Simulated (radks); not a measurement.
# Polarisabilities and dispersion coefficients of Ca, Sc⁺, Ti²⁺ and others

Aim: static dipole polarisabilities and C6 coefficients, each species in its NIST ground configuration. After each ground state the linear response is solved; its values go to the run's result record, not to the log. Response by self-consistent Sternheimer equations with the Hartree and adiabatic LDA kernel.

Method: non-relativistic Kohn-Sham, PBE, spin-polarised, spherical densities, point nucleus; open shells are filled with parallel spins first. Code: radks (a radial shooting solver on a logarithmic mesh, Libxc functionals) version 1.

## Step 1: Starting point

| Property | Result |
| --- | --- |
| species | Ca ([Ar] 4s2), Sc⁺ ([Ar] 3d1 4s1), Ti²⁺ ([Ar] 3d2), V³⁺ ([Ar] 3d2), Cr⁴⁺ ([Ar] 3d2), Mn⁵⁺ ([Ar] 3d2), Fe⁶⁺ ([Ar] 3d2), Co⁷⁺ ([Ar] 3d2), Ni⁸⁺ ([Ar] 3d2) |

## Step 2: Ca, [Ar] 4s2

Settings of this run:

```text
Z 20
configuration [Ar] 4s2
relativity non-relativistic
functional pbe,pbe
spin polarised
nucleus point
response adiabatic LDA kernel
```

## Step 3: Sc⁺, [Ar] 3d1 4s1

Changes since step 2:

```diff
@@ -1,3 +1,3 @@
-Z 20
-configuration [Ar] 4s2
+Z 21
+configuration [Ar] 3d1 4s1
 relativity non-relativistic
```

## Step 4: Ti²⁺, [Ar] 3d2

Settings of this run:

```text
Z 22
configuration [Ar] 3d2
relativity non-relativistic
functional pbe,pbe
spin polarised
nucleus point
response adiabatic LDA kernel
```

## Step 5: V³⁺, [Ar] 3d2

Changes since step 4:

```diff
@@ -1,2 +1,2 @@
-Z 22
+Z 23
 configuration [Ar] 3d2
```

## Step 6: Cr⁴⁺, [Ar] 3d2

Changes since step 5:

```diff
@@ -1,2 +1,2 @@
-Z 23
+Z 24
 configuration [Ar] 3d2
```

## Step 7: Mn⁵⁺, [Ar] 3d2

Changes since step 6:

```diff
@@ -1,2 +1,2 @@
-Z 24
+Z 25
 configuration [Ar] 3d2
```

## Step 8: Fe⁶⁺, [Ar] 3d2

Changes since step 7:

```diff
@@ -1,2 +1,2 @@
-Z 25
+Z 26
 configuration [Ar] 3d2
```

## Step 9: Co⁷⁺, [Ar] 3d2

Changes since step 8:

```diff
@@ -1,2 +1,2 @@
-Z 26
+Z 27
 configuration [Ar] 3d2
```

## Step 10: Ni⁸⁺, [Ar] 3d2

Changes since step 9:

```diff
@@ -1,2 +1,2 @@
-Z 27
+Z 28
 configuration [Ar] 3d2
```

What does the calculation give? Wanted: for each run, species; −ε(HOMO); α; α uncoupled; C6; C8; recommended α.

As calculated:

```
species  −ε(HOMO) (eV)  α (bohr³)  α uncoupled (bohr³)  C6 (hartree bohr⁶)  C8 (hartree bohr⁸)  recommended α (bohr³)
     Ca          3.753      154.5                290.7                2105              240412                  160.8
    Sc⁺         10.171      56.07                74.71               373.1                   -                      -
   Ti²⁺         20.533      5.335                6.624               15.84                   -                      -
    V³⁺         38.072      2.309                3.097               5.910                   -                      -
   Cr⁴⁺         59.360      1.373                1.912               2.960                   -                      -
   Mn⁵⁺         84.117     0.9309                1.321               1.694                   -                      -
   Fe⁶⁺         112.20     0.6761               0.9701               1.049                   -                      -
   Co⁷⁺         143.54     0.5128               0.7406              0.6857                   -                      -
   Ni⁸⁺         178.07     0.4010               0.5813              0.4667                   -                      -
```

What this shows: Uncoupled leaves out the potential induced by the response; C6 and C8 are for like pairs. Ca is the most polarisable and Ni⁸⁺ the least, a factor 385 apart. For the pair Ca–Ni⁸⁺ the Casimir-Polder integral gives C6 = 12.01, the rule 2·Ca·Cb/(Ca·αb/αa + Cb·αa/αb) on the like-pair values 10.60. Against the recommended values (Schwerdtfeger and Nagle, 2023 table) the misses are Ca -4 %. C8 is given only where no p, d or f shell is open. For heavy and open-shell atoms this level can miss by tens of per cent.
